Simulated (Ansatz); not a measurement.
**SeS₂ (SMILES s1s[se]1): single points off equilibrium**

An exercise on one series of results from a longer session: the logs are not shown, and one member is left open.

Program: Ansatz 0.2.0, Gaussian basis. Level of theory: single points in def2-TZVPP. These are calculated values, not measurements.

Correlated methods freeze the cores. Filled d shells of the heavier atoms are correlated.

### The starting structure

SMILES `s1s[se]1`, 3 atoms, charge 0, spin multiplicity 1.

Atoms are counted from 1 here; the program's logs count them from 0.

Bond lengths: S1–S2 2.066 Å, S1–Se3 2.176 Å, S2–Se3 2.199 Å. Angles: S2–S1–Se3 62.4°, S1–S2–Se3 61.3°, S1–Se3–S2 56.4°.

Coordinates:

```
S    -1.0505   -0.0772   -0.5705
S     0.3781    1.1252    0.3140
Se    0.7119   -1.0475    0.2584
```

The first run:

Input file run/in.yaml:

```yaml
crystal:
  periodic: [false, false, false]
  atoms:
    - {symbol: S, position_ang: [-1.050500, -0.077200, -0.570500]}
    - {symbol: S, position_ang: [0.378100, 1.125200, 0.314000]}
    - {symbol: Se, position_ang: [0.711900, -1.047500, 0.258400]}
basis:
  gaussian: {orbitals: def2-TZVPP}
correlation: {method: ccsd_t}
output: {forces: true}
```

No record of the launch command was kept for these runs.

Among the steps run: CCSD(T)/def2-TZVPP; PBE0-D4/def2-TZVPP; wB97M-V/def2-TZVPP; r2SCAN-D4/def2-TZVPP; PBE-D4/def2-TZVPP; r2SCAN0-D4/def2-TZVPP; HSE06-D4/def2-TZVPP.

One table of the session follows, with a row left open; its other results are not shown here.

```
    method  RMS force component (eV/Å)  angle to CCSD(T) forces (°)  dipole (D)
   CCSD(T)                       0.551                    reference        0.42
   PBE0-D4                       0.241                         22.1        0.49
   wB97M-V                       0.290                         13.7        0.48
 r2SCAN-D4                           ?                            ?           ?
    PBE-D4                       0.581                          3.9        0.48
r2SCAN0-D4                       0.154                         47.4        0.47
  HSE06-D4                       0.255                         19.8        0.48
```

Estimate the missing values for r2SCAN-D4.

The run gave: RMS force component (eV/Å): 0.365; angle to CCSD(T) forces (°): 9.6; dipole (D): 0.46. In the column «RMS force component (eV/Å)» it lies between wB97M-V (0.290) and CCSD(T) (0.551).
